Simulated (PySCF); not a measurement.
# C6H4Cl2: the cost of one run

Computed with PySCF 2.14.0 and routines of our own; the level stands in each step. Atoms count from 0.

## 1. The system as given

12 atoms, charge 0, multiplicity 1; geometry from: GFN2-xTB.

## 2. Relaxing the molecule at PBE0-D3(BJ)/def2-SVP

Job settings and geometry (Å):

```
{"job": {"xc": "PBE0", "basis": "def2-SVP", "d3": "d3bj", "grid": 2, "kind": "geom"}, "charge": 0, "multiplicity": 1}
C      3.316213    -0.599663     0.919887
C      2.208828    -0.131478     0.905407
C      0.922010     0.423527     0.897285
C     -0.117427    -0.108190     0.230938
Cl     0.119001    -1.564465    -0.677060
C     -1.463951     0.436206     0.198509
C     -2.499907    -0.080051    -0.456904
Cl    -1.689875     1.897271     1.111756
H      4.282417    -1.007811     0.933314
H      0.787290     1.331992     1.467463
H     -2.394636    -0.982657    -1.030899
H     -3.468765     0.384633    -0.432616
```

On the command line:

```bash
OMP_NUM_THREADS=1 python excited_run.py task.json out
```

One launch serves the whole session: the jobs run in the order shown.

Q: Estimate the wall time and peak memory of this first job on 1 thread of Arm Neoverse V1, shared host.

About 40 s, with a peak of 0.69 GiB.
